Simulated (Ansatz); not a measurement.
# TaAl2ZnN4: a trial structure relaxed

Aim: relax a trial structure of TaAl2ZnN4 and see where it ends.

Computed with Ansatz 0.2.0 (DFT PBE, scalar-relativistic, plane waves, PAW, unless a step's input says otherwise).

## Step 1: Starting point

The structure is tetragonal, space group P4/mmm (No. 123). Conventional cell: a = 4.062 Å, b = 4.062 Å, c = 5.153 Å, α = 90.00°, β = 90.00°, γ = 90.00°. Ta (site symmetry 4/mmm) is surrounded by 8 N at 2.40 Å and 2 Zn at 2.58 Å. Al (site symmetry 4mm) is surrounded by 4 N at 2.03 Å. Zn (site symmetry 4/mmm) has 8 N at 2.40 Å and 2 Ta at 2.58 Å as nearest neighbours. N (site symmetry 2mm) is surrounded by 2 Al at 2.03 Å and 2 Zn at 2.40 Å and 2 Ta at 2.40 Å.

As a file:

```
CELL_PARAMETERS angstrom
4.06156 0.00000 0.00000
0.00000 4.06156 0.00000
0.00000 0.00000 5.15346
ATOMIC_POSITIONS crystal
Ta 0.50000 0.50000 0.00000
Al 0.00000 0.00000 0.75000
Al 0.00000 0.00000 0.25000
Zn 0.50000 0.50000 0.50000
N 0.50000 0.00000 0.75000
N 0.00000 0.50000 0.75000
N 0.50000 0.00000 0.25000
N 0.00000 0.50000 0.25000
```

The cell is invented: perovskite family, infinite layers (P4/mmm, No. 123). Lengths come from tabulated atomic sizes and are only a guess.

## Step 2: A first look at the guess

Input file input.yaml:

```yaml
crystal:
  lattice:
    - [4.0615612, 0.0, 0.0]
    - [0.0, 4.0615612, 0.0]
    - [0.0, 0.0, 5.15345895]
  atoms:
    - { symbol: Ta, position: [0.5, 0.5, 0.0] }
    - { symbol: Al, position: [0.0, 0.0, 0.75] }
    - { symbol: Al, position: [0.0, 0.0, 0.25] }
    - { symbol: Zn, position: [0.5, 0.5, 0.5] }
    - { symbol: "N", position: [0.5, 0.0, 0.75] }
    - { symbol: "N", position: [0.0, 0.5, 0.75] }
    - { symbol: "N", position: [0.5, 0.0, 0.25] }
    - { symbol: "N", position: [0.0, 0.5, 0.25] }
basis:
  ecutwfc: 420
kpoints:
  mp_grid: { grid: [4, 4, 4] }
hamiltonian:
  xc: pbe
scf:
  occupations: { method: gaussian, width: 0.1 }
  lower_state_search: "off"
output:
  forces: true
  stress: true
  eigenvalues: true
```

Started as:

```
> ansatz run input.yaml --threads 1 --pin off --max-ram 2048MiB --backend cpu --events-out ev --progress --plain --runs-dir out
```

Further runs follow: spin check on a coarse mesh; rough relaxation on the coarse mesh; full relaxation.

What does the calculation give? Wanted: conventional cell; volume; energy over the elements; gap on the mesh.

**Answer**, as computed:

| quantity | value |
| --- | --- |
| symmetry at the end (tolerance 0.05 Å) | space group P4/mmm (No. 123) |
| conventional cell | a = 3.745 Å, b = 3.745 Å, c = 6.066 Å, α = 90.00°, β = 90.00°, γ = 90.00° |
| volume | 10.64 Å³/atom |
| energy over the elements (uncorrected; H, N, O, F and Cl as molecules) | -0.20 eV/atom |
| gap on the mesh | none (metal) |

**Reading.** The space group P4/mmm (No. 123) is kept, at nearly the size of the first guess. A negative formation energy is needed for stability but isn't enough; other structures and compounds were not set against it here. No finished test with a distortion of lower symmetry is shown, so the end may be a saddle point. Spin-orbit coupling is left out for Ta. A spin-polarised run here lost its starting moments, which speaks against magnetism, though one start doesn't rule it out. Other magnetic orders were not searched.
